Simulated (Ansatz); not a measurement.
# C₂H₉BOSi: one species, many methods

An exercise on one series of results from a longer session: the logs are not shown, and one member is left open.

The runs use Ansatz 0.2.0, Gaussian basis; functionals in def2-TZVPP, the program's frozen cores in correlated methods.

The runs, in order: LDA (SPW92), PBE-D4, revPBE-D4, BLYP-D4, r2SCAN-D4, B97M-V, PBE0-D4, B3LYP-D4, r2SCANh-D4, r2SCAN0-D4, HSE06-D4, BHLYP-D4, CAM-B3LYP-D4, LC-ωPBE, ωB97X-V, ωB97M-V, B2PLYP, PBE-QIDH; CCSD(T)/def2-SVP; CCSD(T)/def2-TZVPP; MP2/def2-QZVPP; extrapolation to the limit; RPA on PBE.

## Structure used throughout

All runs share one geometry, relaxed beforehand with PBE0-D4 in a triple-zeta def2 set.

SMILES `CCBO[SiH3]`, 14 atoms, charge 0, spin multiplicity 1.

Atoms are counted from 1 here; the program's logs count them from 0.

Bond lengths: C1–C2 1.525 Å, C1–H6 1.092 Å, C1–H7 1.093 Å, C1–H8 1.093 Å, C2–B3 1.563 Å, C2–H9 1.102 Å, C2–H10 1.096 Å, B3–O4 1.357 Å, B3–H11 1.209 Å, O4–Si5 1.652 Å, Si5–H12 1.486 Å, Si5–H13 1.483 Å, Si5–H14 1.483 Å. Angles: C2–C1–H6 112.0°, C2–C1–H7 111.2°, C2–C1–H8 111.3°, H6–C1–H7 107.7°, H6–C1–H8 107.4°, H7–C1–H8 107.1°, C1–C2–B3 115.4°, C1–C2–H9 109.3°, C1–C2–H10 111.5°, B3–C2–H9 105.0°, B3–C2–H10 110.2°, H9–C2–H10 104.7°, C2–B3–O4 120.1°, C2–B3–H11 121.6°, O4–B3–H11 118.3°, B3–O4–Si5 132.1°, O4–Si5–H12 110.5°, O4–Si5–H13 108.3° and more.

As a file:

```tsv
atom	x (Å)	y (Å)	z (Å)
C1	-1.61059	1.29827	1.35610
C2	-0.21832	1.12233	0.75967
B3	0.04898	-0.25745	0.07541
O4	0.98972	-0.36373	-0.89615
Si5	1.54459	-1.65460	-1.76575
H6	-1.70760	2.24308	1.89594
H7	-1.84626	0.49137	2.05470
H8	-2.37991	1.28596	0.57951
H9	0.53332	1.19310	1.56282
H10	0.02994	1.93919	0.07317
H11	-0.54295	-1.25670	0.41302
H12	0.82199	-2.89282	-1.37542
H13	2.99549	-1.80643	-1.49903
H14	1.32859	-1.37087	-3.20509
```

The first run:

File in.yaml:

```yaml
crystal:
  periodic: [false, false, false]
  atoms:
    - {symbol: C, position_ang: [-1.610588, 1.298270, 1.356102]}
    - {symbol: C, position_ang: [-0.218315, 1.122326, 0.759667]}
    - {symbol: B, position_ang: [0.048980, -0.257451, 0.075408]}
    - {symbol: O, position_ang: [0.989723, -0.363734, -0.896148]}
    - {symbol: Si, position_ang: [1.544595, -1.654598, -1.765754]}
    - {symbol: H, position_ang: [-1.707596, 2.243076, 1.895939]}
    - {symbol: H, position_ang: [-1.846262, 0.491371, 2.054705]}
    - {symbol: H, position_ang: [-2.379910, 1.285961, 0.579510]}
    - {symbol: H, position_ang: [0.533321, 1.193102, 1.562815]}
    - {symbol: H, position_ang: [0.029938, 1.939188, 0.073167]}
    - {symbol: H, position_ang: [-0.542952, -1.256697, 0.413022]}
    - {symbol: H, position_ang: [0.821989, -2.892820, -1.375420]}
    - {symbol: H, position_ang: [2.995486, -1.806426, -1.499028]}
    - {symbol: H, position_ang: [1.328588, -1.370869, -3.205087]}
basis:
  gaussian: {orbitals: def2-TZVPP}
hamiltonian: {xc: lda}
output: {orbitals: {seedname: orbitals}}
```

Steps of the session up to this table: LDA; PBE-D4 (GGA); revPBE-D4 (GGA); BLYP-D4 (GGA); r2SCAN-D4 (meta-GGA); B97M-V (meta-GGA); PBE0-D4 (hybrid); B3LYP-D4 (hybrid); r2SCANh-D4 (hybrid); r2SCAN0-D4 (hybrid); HSE06-D4 (hybrid); BHLYP-D4 (hybrid); CAM-B3LYP-D4 (range-separated); LC-ωPBE-D4 (range-separated; the results give it without D4); ωB97X-V (range-separated); ωB97M-V (range-separated); B2PLYP (double hybrid); PBE-QIDH (double hybrid).

One table of the session follows, with a row left open; its other results are not shown here.

It belongs to the step «Frontier levels by functional». 

```
  functional  HOMO (eV)  gap (eV)
 LDA (SPW92)      -6.74      5.28
      PBE-D4      -6.66      5.47
   revPBE-D4      -6.62      5.55
     BLYP-D4      -6.60      5.54
   r2SCAN-D4      -6.95      6.16
      B97M-V      -7.12      6.21
     PBE0-D4      -8.07      7.90
    B3LYP-D4      -7.88      7.46
  r2SCANh-D4      -7.48      7.03
  r2SCAN0-D4      -8.26      8.32
    HSE06-D4      -7.66      7.11
    BHLYP-D4      -9.45     10.28
CAM-B3LYP-D4          ?         ?
     LC-ωPBE     -10.85     12.98
     ωB97X-V     -10.52     12.51
     ωB97M-V     -10.41     12.09
```

**Question.** Estimate the row for CAM-B3LYP-D4.

The run gave: HOMO (eV): -9.52; gap (eV): 10.42. In the column «HOMO (eV)» it lies between ωB97M-V (-10.41) and BHLYP-D4 (-9.45).
